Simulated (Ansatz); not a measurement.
# Si: the cost of one run

Method: DFT PBE+D3(BJ), plane waves, PAW, scalar-relativistic, no spin polarisation, in Ansatz 0.2.0.

### Step 1. The structure to begin with

The cell holds 17 atoms (Si17): a = 7.679 Å, b = 7.679 Å, c = 7.679 Å, α = 60.00°, β = 60.00°, γ = 60.00°.

The coordinates stand in the first input below.

### Step 2. Relaxing the start

File input.yaml:

```yaml
accuracy: low
crystal:
  lattice:
    - [0.0, 5.43, 5.43]
    - [5.43, 0.0, 5.43]
    - [5.43, 5.43, 0.0]
  atoms:
    - { symbol: Si, position: [0.0, 0.0, 0.0] }
    - { symbol: Si, position: [0.125, 0.125, 0.125] }
    - { symbol: Si, position: [0.0, 0.0, 0.5] }
    - { symbol: Si, position: [0.125, 0.125, 0.625] }
    - { symbol: Si, position: [0.0, 0.5, 0.0] }
    - { symbol: Si, position: [0.125, 0.625, 0.125] }
    - { symbol: Si, position: [0.0, 0.5, 0.5] }
    - { symbol: Si, position: [0.125, 0.625, 0.625] }
    - { symbol: Si, position: [0.5, 0.0, 0.0] }
    - { symbol: Si, position: [0.625, 0.125, 0.125] }
    - { symbol: Si, position: [0.5, 0.0, 0.5] }
    - { symbol: Si, position: [0.625, 0.125, 0.625] }
    - { symbol: Si, position: [0.5, 0.5, 0.0] }
    - { symbol: Si, position: [0.625, 0.625, 0.125] }
    - { symbol: Si, position: [0.5, 0.5, 0.5] }
    - { symbol: Si, position: [0.625, 0.625, 0.625] }
    - { symbol: Si, position: [0.061705, 0.8101635, 0.3154616] }
basis:
  ecutwfc: 420.0
kpoints:
  mp_grid: { grid: [2, 2, 2] }
hamiltonian:
  xc: pbe
  dispersion: d3bj
  pseudopotentials: { kind: paw, azcp: { folder: soft_1 } }
scf:
  occupations: { method: fermi_dirac, width: 0.05 }
  lower_state_search: "off"
relax:
  f_tol: 0.08
  max_steps: 25
  adjacent_minimum: "off"
output:
  write_density: true
  write_potential: true
  elf: true
  volumetric_format: npy
```

Launch:

```console
ansatz run input.yaml --threads 1 --pin off --max-ram 3072MiB --backend cpu --events-out ev --progress --plain --runs-dir out
```

Q: Estimate wall time and peak memory on 1 thread of Arm Neoverse V1, shared host.

About 82 s, with a peak of 0.54 GiB.
